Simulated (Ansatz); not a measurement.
# ClFH₄HfN₂: basis-set convergence

How large a basis does ClFH₄HfN₂ need? Two functionals are run in growing sets.

Computed with Ansatz 0.2.0, Gaussian basis. Level: one geometry, several basis sets.

Plan: PBE0-D4/def2-SVP; ωB97M-V/def2-SVP; PBE0-D4/def2-QZVPP; ωB97M-V/def2-QZVPP; the functionals' def2-TZVPP values are taken from earlier runs.

**1. The relaxed structure**

All runs share one geometry, relaxed beforehand with PBE0-D4 in a triple-zeta def2 set. Hf takes the def2 core potential; no spin-orbit term is included.

SMILES `[NH2][Hf]([NH2])([F])[Cl]`, 9 atoms, charge 0, spin multiplicity 1.

Atoms are counted from 1 here; the program's logs count them from 0.

Bond lengths: N1–Hf2 2.016 Å, N1–H6 1.011 Å, N1–H7 1.011 Å, Hf2–N3 2.021 Å, Hf2–F4 1.910 Å, Hf2–Cl5 2.372 Å, N3–H8 1.010 Å, N3–H9 1.011 Å. Angles: Hf2–N1–H6 126.2°, Hf2–N1–H7 124.9°, H6–N1–H7 108.7°, N1–Hf2–N3 106.0°, N1–Hf2–F4 109.9°, N1–Hf2–Cl5 110.7°, N3–Hf2–F4 109.0°, N3–Hf2–Cl5 109.3°, F4–Hf2–Cl5 111.8°, Hf2–N3–H8 125.9°, Hf2–N3–H9 125.2°, H8–N3–H9 108.9°.

**2. PBE0-D4 in def2-SVP**

in.yaml reads:

```yaml
crystal:
  periodic: [false, false, false]
  atoms:
    - {symbol: N, position_ang: [1.064993, 1.300011, -0.217226]}
    - {symbol: Hf, position_ang: [-0.305785, -0.125166, -0.609137]}
    - {symbol: N, position_ang: [-0.493851, -1.198467, 1.092664]}
    - {symbol: F, position_ang: [0.325351, -1.271078, -2.001179]}
    - {symbol: Cl, position_ang: [-2.397948, 0.850725, -1.154189]}
    - {symbol: H, position_ang: [2.029238, 1.299904, -0.520579]}
    - {symbol: H, position_ang: [0.869498, 2.179183, 0.242934]}
    - {symbol: H, position_ang: [-0.033420, -1.004160, 1.969815]}
    - {symbol: H, position_ang: [-1.058077, -2.030932, 1.196886]}
basis:
  gaussian: {orbitals: def2-SVP}
hamiltonian: {xc: pbe0, dispersion: d4}
output: {orbitals: {seedname: orbitals}}
```

Further steps of the session: ωB97M-V in def2-SVP; PBE0-D4 in def2-QZVPP; ωB97M-V in def2-QZVPP.

**Question.** What will the summary of the whole plan be? Wanted: PBE0-D4: double and triple zeta above quadruple; ωB97M-V: double and triple zeta above quadruple.

The runs gave:

```
                                       quantity           value
PBE0-D4: double and triple zeta above quadruple  12.46, 0.72 eV
ωB97M-V: double and triple zeta above quadruple  12.61, 0.67 eV
```

For PBE0-D4 the step from double to triple zeta gains 11.75 eV and the next only 0.72 eV. Total energies overstate the basis error of differences, where much of it tends to cancel. The LUMO of ωB97M-V is positive and keeps falling with the basis (1.12 to 0.43 eV): an unbound level that the basis holds in place.
